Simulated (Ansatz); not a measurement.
Run this with Ansatz's Python interface and show what comes out.

The script, `survey_al2o3.py`:
```python
# -*- coding: utf-8 -*-
import ansatz as az
import numpy as np

al2o3 = (
    az.Lattice.from_parameters(3.01748254, 3.01748254, 7.574636, alpha=90, beta=90, gamma=120)
    .space_group(164)
    .atom("Al", (0.0, 0.0, 0.277951))
    .atom("O", (1 / 3, 2 / 3, 0.199454))
    .atom("O", (0.0, 0.0, 0.5))
)

calculation = (
    al2o3.calculation()
    .functional("pbesol")
    .basis(17 * az.Ha)
    .kpoints(mesh=(7, 7, 3))
    .occupations("fixed")
    .electric_field_gradient()
    .stress()
    .band_densities([("v1", "v1"), ("c1", "c1")])
)
session = calculation.session()
planned = session.plan(threads=1)
result = planned.execute()
rep = result.report

for key in ("converged", "n_iterations", "n_electrons", "n_kpoints", "n_pw", "n_symmetry_ops", "free_energy_ev", "fermi_energy_ev"):
    print(f"{key:18s} {rep[key]}")

for row in rep["efg"]:
    print({k: round(v, 4) if isinstance(v, float) else v for k, v in row.items() if not isinstance(v, (list, dict))})

for term in (az.EnergyTerm.SMEARING, az.EnergyTerm.DISPERSION):
    print(f"F without {term.name.lower()}: {az.free_energy_without(rep, term):.5f} eV")

principal = np.linalg.eigvalsh(np.array(rep["stress_gpa"]))
mises = np.sqrt(0.5 * sum((principal[i] - principal[i - 1]) ** 2 for i in range(3)))
print("principal stresses (GPa, compression positive):", np.round(principal, 3))
print(f"mean {principal.mean():.3f} GPa, von Mises {mises:.3f} GPa, PV = {principal.mean() * rep['setup']['cell_volume_ang3'] / 160.21766:.4f} eV")

for name, window in zip(("top filled band", "lowest empty band"), result.band_densities().windows):
    field = window.outcome.density.channels[0].density_e_per_ang3
    ratio = field.mean() ** 2 / np.mean(field ** 2)
    print(f"{name}: band {window.window.first}, participation ratio {ratio:.3f} of the cell")
```

Output of `python survey_al2o3.py`:
```text
converged          True
n_iterations       7
n_electrons        24.0
n_kpoints          20
n_pw               1347
n_symmetry_ops     12
free_energy_ev     -2737.8553471012674
fermi_energy_ev    4.873047798033039
{'site': 1, 'element': 'Al', 'v_zz_1e21_v_m2': -2.5347, 'eta': 0.0, 'by_run_symmetry': 'allowed', 'electrostatic_potential_v': -1227.2059}
{'site': 2, 'element': 'Al', 'v_zz_1e21_v_m2': -2.5347, 'eta': 0.0, 'by_run_symmetry': 'allowed', 'electrostatic_potential_v': -1227.2059}
{'site': 3, 'element': 'O', 'v_zz_1e21_v_m2': -6.6714, 'eta': 0.0, 'by_run_symmetry': 'allowed', 'electrostatic_potential_v': -619.5248}
{'site': 4, 'element': 'O', 'v_zz_1e21_v_m2': -6.6714, 'eta': 0.0, 'by_run_symmetry': 'allowed', 'electrostatic_potential_v': -619.5248}
{'site': 5, 'element': 'O', 'v_zz_1e21_v_m2': 6.0652, 'eta': 0.0, 'by_run_symmetry': 'allowed', 'electrostatic_potential_v': -622.0479}
F without smearing: -2737.85535 eV
F without dispersion: -2737.85535 eV
principal stresses (GPa, compression positive): [-3.971 -3.971 -3.178]
mean -3.707 GPa, von Mises 0.794 GPa, PV = -1.3819 eV
top filled band: band 12, participation ratio 0.050 of the cell
lowest empty band: band 13, participation ratio 0.444 of the cell
```

What to keep in mind:
- Absolute energies stand on the zero of these potentials, so only differences at equal settings mean something. A total without «per atom» is that of the cell as typed.
- The Fermi level of a run with fixed occupations marks the highest occupied state on its mesh, not mid-gap.
- The zero of the levels is a convention of the potentials, so an absolute Fermi energy is no work function.
- The structure comes from a database of computed cells and needn't be a stable or known phase.
- Levels are Kohn-Sham eigenvalues on this mesh.
- Finished in 2.2 s on 1 thread of Arm Neoverse V2, with other jobs on the host, peak memory 0.39 GiB.

(A comment or docstring line of the script was reworded after the run, the code is as it ran; lines on the test bed's own set-up are left out of the output.)
